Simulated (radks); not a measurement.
# Ionising ytterbium step by step, Yb to Yb²³⁺

The task here is to estimate one member of a computed series from the others.

Method: scalar-relativistic Kohn-Sham, BLYP, spin-polarised, spherical densities, finite nucleus; open shells are filled with parallel spins first. Code: radks (a radial shooting solver on a logarithmic mesh, Libxc functionals) version 1.

## The system

* element: ytterbium (Z = 70)
* charges: 0 to 23
* first configuration: [Xe] 4f14 6s2
* last configuration: [Kr] 4d10 4f1

The outer shells:

Yb
```
[Xe] core
4f [↑↓][↑↓][↑↓][↑↓][↑↓][↑↓][↑↓]
6s [↑↓]
```

Yb²³⁺
```
[Kr] core
4d [↑↓][↑↓][↑↓][↑↓][↑↓]
4f [↑ ][  ][  ][  ][  ][  ][  ]
```

Set-up of the first run:

Settings of this run:

```text
Z 70
configuration [Xe] 4f14 6s2
relativity scalar-relativistic
functional b88,lyp
spin polarised
nucleus finite rms 5.3108 fm
c 137.035999084
```

Among the steps run: Yb, [Xe] 4f14 6s2.

One of the session's tables, all rows but one given; the rest of the session is left out.

It belongs to the step «Yb, [Xe] 4f14 6s2». Radial moments (bohr):

```
level     <r>  outermost maximum (interpolated)  90 % within  nodes
   3d  0.1961                             0.160        0.305      0
   4s       ?                                 ?            ?      ?
   4p  0.5182                             0.476        0.754      2
   4d  0.5600                             0.491        0.843      1
   5s   1.208                              1.07         1.75      4
   5p   1.453                              1.23         2.16      3
   6s   3.906                              3.23         5.86      5
   4f  0.7928                             0.483         1.39      0
```

Estimate the missing values for 4s.

**Answer.** <r>: 0.4879; outermost maximum (interpolated): 0.455; 90 % within: 0.701; nodes: 3. In the column «<r>» it lies between 3d (0.1961) and 4p (0.5182).

Caveats from the session: Open shells are spherical and high-spin; term and fine-structure splittings are not resolved.
